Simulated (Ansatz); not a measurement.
Write a Python script for Ansatz 0.2.0, Python API that makes a relaxed scan of one distance of H₃Sn, SMILES [SnH3]. Use (for the species named): Hartree-Fock, def2-SVP basis, multiplicity 2.

```xyz
4

Sn    0.3151   -0.2447   -0.2725
H     1.0706    0.0341    1.2501
H    -1.1751   -1.2113   -0.0662
H    -0.1551    1.3617   -0.9317
```

Script `relaxed_scan.py`:
```python
"""One bond of H3Sn held at set lengths while the rest relaxes."""

import ansatz as az
import numpy as np

GEOMETRY = """
Sn    0.31510   -0.24470   -0.27250
H     1.07060    0.03410    1.25010
H    -1.17510   -1.21130   -0.06620
H    -0.15510    1.36170   -0.93170
"""


def main() -> None:
    h3sn = az.Crystal.molecule()
    for line in GEOMETRY.strip().splitlines():
        symbol, *xyz = line.split()
        h3sn = h3sn.atom(symbol, [float(v) for v in xyz])

    calculation = (
        h3sn.calculation()
        .basis(gaussian="def2-SVP")
        .functional("hf")
        .spin("collinear", total=1)
    )
    symbols = [site.symbol for site in h3sn.cartesian_sites]
    pairs = [(0, 1), (0, 2), (0, 3)]
    print("held (A)   E (eV)        ", "  ".join(f"{symbols[i]}{i}-{symbols[j]}{j}" for i, j in pairs))
    for length in [1.58, 1.72, 1.86, 2.07, 2.33]:
        report = calculation.relax(constraints=[az.DistanceConstraint((0, 1), at=length)], force_tolerance=0.02, max_steps=60).run(threads=1, pin="off").report
        xyz = np.array(report["positions_ang"])
        print(f"{length:6.2f} {report['free_energy_ev']:14.5f}  ", "  ".join(f"{np.linalg.norm(xyz[i] - xyz[j]):.3f}" for i, j in pairs))


if __name__ == "__main__":
    main()
```

Output of `python relaxed_scan.py`:
```text
held (A)   E (eV)         Sn0-H1  Sn0-H2  Sn0-H3
DeckWarning: relax.constraints: the input's atoms, or those drawn, lie off the distances that are held; a relaxation that starts there is brought onto them ahead of its first SCF, by positions alone, [...]
  1.58    -5851.34328   1.580  1.714  1.714
  1.72    -5851.49812   1.720  1.714  1.715
  1.86    -5851.37202   1.860  1.715  1.715
  2.07    -5850.91216   2.070  1.716  1.716
  2.33    -5850.24091   2.330  1.728  1.728
```
(Warnings from the package without file and line, shortened, repeats left out.)

Reading the output:
- Total energies depend on the basis set; only differences at equal settings carry meaning.
- The energies are electronic: no zero-point or thermal terms, and the basis set is short of its limit.
- def2 sets replace the cores of elements past krypton by effective core potentials.
- The species is open-shell (spin multiplicity 2).
- The expectation value of S² is noticeably off S(S+1) in at least one run, so that state is spin-contaminated.
- Wall time of the script: 14 s on 1 thread of Arm Neoverse V2, on a shared host, peak memory 0.17 GiB.
